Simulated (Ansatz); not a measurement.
# SiGeH7 (doublet): from Hartree-Fock to the top rungs at distance Si1–H5 along a hydrogen transfer = 1.857 Å, cc-pVDZ

How much of the correlation energy of SiGeH7 (doublet) does each wave-function method recover here?

The runs use Ansatz 0.2.0, Gaussian basis; cc-pVDZ, core rule «outside noble gas», up to 19 orbitals frozen.

The runs, in order: UHF; CCSD(T) on ROHF; CCSD(T) on UHF; BCCD(T) on ROHF; CISD; CCSDT(Q) on ROHF; CCSDT(Q) on UHF; CASSCF and MRCISD+Q, 3 electrons in 3 orbitals; CASSCF and NEVPT2, 3 electrons in 3 orbitals; CASSCF and MRCISD+Q, 9 electrons in 9 orbitals; CASSCF and NEVPT2, 9 electrons in 9 orbitals.

### Step 1. What is computed

The geometry derives from fragments relaxed apart (PBE0/def2-TZVP) and kept rigid, so it is no stationary point. A hydrogen atom is moved between rigid fragments. No spin-orbit coupling is included. The filled d shell of Ge may be among the frozen orbitals whatever the setting's name suggests; the logs give the count.

9 atoms, charge 0, spin multiplicity 2.

Atoms are counted from 1 here; the program's logs count them from 0.

Bond lengths: Si1–H2 1.485 Å, Si1–H3 1.485 Å, Si1–H4 1.485 Å, Ge6–H7 1.539 Å, Ge6–H8 1.539 Å, Ge6–H9 1.539 Å. Angles: H2–Si1–H3 109.5°, H2–Si1–H4 109.5°, H3–Si1–H4 109.5°, H7–Ge6–H8 111.2°, H7–Ge6–H9 111.2°, H8–Ge6–H9 111.2°.

### Step 2. UHF

File in.yaml:

```yaml
crystal:
  periodic: [false, false, false]
  atoms:
    - {symbol: Si, position_ang: [-2.742551, 0.000000, 0.000001]}
    - {symbol: H, position_ang: [-3.237423, 1.399708, 0.000001]}
    - {symbol: H, position_ang: [-3.237422, -0.699855, 1.212183]}
    - {symbol: H, position_ang: [-3.237423, -0.699854, -1.212182]}
    - {symbol: H, position_ang: [-0.885551, 0.000000, 0.000000]}
    - {symbol: Ge, position_ang: [1.140449, 0.000000, 0.000000]}
    - {symbol: H, position_ang: [1.609117, -1.465915, 0.000000]}
    - {symbol: H, position_ang: [1.609117, 0.732958, -1.269520]}
    - {symbol: H, position_ang: [1.609117, 0.732958, 1.269519]}
basis:
  gaussian: {orbitals: cc-pVDZ}
magnetization: {spin_polarized: true, initial_magnetization: 1}
hamiltonian: {xc: hf}
output: {orbitals: {seedname: orbitals}}
```

The run is started by

```console
> ansatz run in.yaml --threads 1 --pin off --events-out ev --progress --plain --max-ram 2816MiB --backend cpu
```

After this run come: CCSD(T) on ROHF; CCSD(T) on UHF; BCCD(T) on ROHF; CISD; CCSDT(Q) on ROHF; CCSDT(Q) on UHF; CASSCF and MRCISD+Q, 3 electrons in 3 orbitals; CASSCF and NEVPT2, 3 electrons in 3 orbitals; CASSCF and MRCISD+Q, 9 electrons in 9 orbitals; CASSCF and NEVPT2, 9 electrons in 9 orbitals.

Before running them: what should the planned runs give, taken together? Wanted: UCCSDT(Q) below the RHF energy; RMP2 from UCCSDT(Q); UMP2 from UCCSDT(Q); RCCSD from UCCSDT(Q); RCCSD(T) from UCCSDT(Q); UCCSD(T) from UCCSDT(Q); RCCSDT(Q) from UCCSDT(Q); NEVPT2 pair from UCCSDT(Q); MRCISD+Q pair from UCCSDT(Q).

As calculated:

| quantity | value |
| --- | --- |
| UCCSDT(Q) below the RHF energy | -7.8186 eV |
| RMP2 from UCCSDT(Q) | +40.32 kcal/mol |
| UMP2 from UCCSDT(Q) | +40.91 kcal/mol |
| RCCSD from UCCSDT(Q) | +4.85 kcal/mol |
| RCCSD(T) from UCCSDT(Q) | +1.04 kcal/mol |
| UCCSD(T) from UCCSDT(Q) | +1.03 kcal/mol |
| RCCSDT(Q) from UCCSDT(Q) | +0.05 kcal/mol |
| NEVPT2 pair from UCCSDT(Q) | +39.10 kcal/mol |
| MRCISD+Q pair from UCCSDT(Q) | +2.12 kcal/mol |
| NEVPT2 frontier from UCCSDT(Q) | +35.54 kcal/mol |
| levels within 1 kcal/mol (43 meV) | RCCSDT, UCCSDT, RCCSDT(Q) |
| T1 diagnostic | 0.019 |

RCCSD(T) lands +1.04 kcal/mol from the yardstick (0.6 % of the correlation energy). Of the multireference levels listed MRCISD+Q frontier comes nearest in total energy (+1.34 kcal/mol), which doesn't show that its space is the better one. These misses are within one basis, not against nature; the frozen cores of restricted and unrestricted runs differ, which can shift their rows.
